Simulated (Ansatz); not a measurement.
**C₂H₃F₂Si radical: one species, many methods**

An exercise on one series of results from a longer session: the logs are not shown, and one member is left open.

The runs use Ansatz 0.2.0, Gaussian basis; functionals in def2-TZVPP, the program's frozen cores in correlated methods.

Plan: LDA (SPW92), PBE-D4, revPBE-D4, BLYP-D4, r2SCAN-D4, B97M-V, PBE0-D4, B3LYP-D4, r2SCANh-D4, r2SCAN0-D4, HSE06-D4, BHLYP-D4, CAM-B3LYP-D4, LC-ωPBE, ωB97X-V, ωB97M-V, B2PLYP, PBE-QIDH; CCSD(T)/def2-SVP; CCSD(T)/def2-TZVPP; MP2/def2-QZVPP; extrapolation to the limit; RPA on PBE.

### The geometry

An earlier PBE0-D4 in a triple-zeta def2 set relaxation fixed the geometry.

SMILES `C=C[Si](F)F`, 8 atoms, charge 0, spin multiplicity 2.

Atoms are counted from 1 here; the program's logs count them from 0.

Bond lengths: C1–C2 1.332 Å, C1–H6 1.086 Å, C1–H7 1.086 Å, C2–Si3 1.847 Å, C2–H8 1.088 Å, Si3–F4 1.596 Å, Si3–F5 1.596 Å. Angles: C2–C1–H6 121.8°, C2–C1–H7 121.8°, H6–C1–H7 116.4°, C1–C2–Si3 121.8°, C1–C2–H8 119.7°, Si3–C2–H8 118.4°, C2–Si3–F4 108.5°, C2–Si3–F5 110.1°, F4–Si3–F5 107.1°.

Set-up of the first run:

Input file in.yaml:

```yaml
crystal:
  periodic: [false, false, false]
  atoms:
    - {symbol: C, position_ang: [-1.125854, -0.644557, 0.132289]}
    - {symbol: C, position_ang: [-0.017634, -0.379386, -0.556697]}
    - {symbol: Si, position_ang: [1.439268, 0.446403, 0.222648]}
    - {symbol: F, position_ang: [0.971235, 1.111340, 1.596493]}
    - {symbol: F, position_ang: [1.967400, 1.625242, -0.714320]}
    - {symbol: H, position_ang: [-1.240044, -0.345155, 1.169551]}
    - {symbol: H, position_ang: [-1.968818, -1.162910, -0.315654]}
    - {symbol: H, position_ang: [0.066547, -0.708178, -1.590010]}
basis:
  gaussian: {orbitals: def2-TZVPP}
magnetization: {spin_polarized: true, initial_magnetization: 1}
hamiltonian: {xc: lda}
output: {orbitals: {seedname: orbitals}}
```

The run is started by

```sh
$ ansatz run in.yaml --threads 4 --pin off --events-out ev --progress --plain --max-ram 10444MiB
```

Among the steps run: LDA; PBE-D4 (GGA); revPBE-D4 (GGA); BLYP-D4 (GGA); r2SCAN-D4 (meta-GGA); B97M-V (meta-GGA); PBE0-D4 (hybrid); B3LYP-D4 (hybrid); r2SCANh-D4 (hybrid); r2SCAN0-D4 (hybrid); HSE06-D4 (hybrid); BHLYP-D4 (hybrid); CAM-B3LYP-D4 (range-separated); LC-ωPBE (range-separated); ωB97X-V (range-separated); ωB97M-V (range-separated); B2PLYP (double hybrid); PBE-QIDH (double hybrid).

One of the session's tables, all rows but one given; the rest of the session is left out.

It belongs to the step «Orbital energies across the functionals». 

```
  functional  HOMO (eV)  LUMO (eV)  gap (eV)
 LDA (SPW92)      -5.22      -3.93      1.29
      PBE-D4      -5.21      -3.46      1.75
   revPBE-D4      -5.18      -3.29      1.89
     BLYP-D4      -5.03      -3.52      1.52
   r2SCAN-D4      -5.58      -3.02      2.56
      B97M-V      -5.23      -3.65      1.58
     PBE0-D4      -6.46      -2.52      3.94
    B3LYP-D4      -6.19      -2.95      3.24
  r2SCANh-D4      -6.04      -2.71      3.33
  r2SCAN0-D4      -6.73      -2.26      4.47
    HSE06-D4      -6.06      -2.90      3.16
    BHLYP-D4      -7.56      -1.74      5.82
CAM-B3LYP-D4      -7.73      -1.66      6.08
     LC-ωPBE          ?          ?         ?
     ωB97X-V      -8.63      -0.73      7.90
     ωB97M-V      -8.23      -0.88      7.35
```

Q: Estimate the row for LC-ωPBE from the others.

As computed: HOMO (eV): -9.16; LUMO (eV): -0.15; gap (eV): 9.01. In the column «HOMO (eV)» it is the lowest.
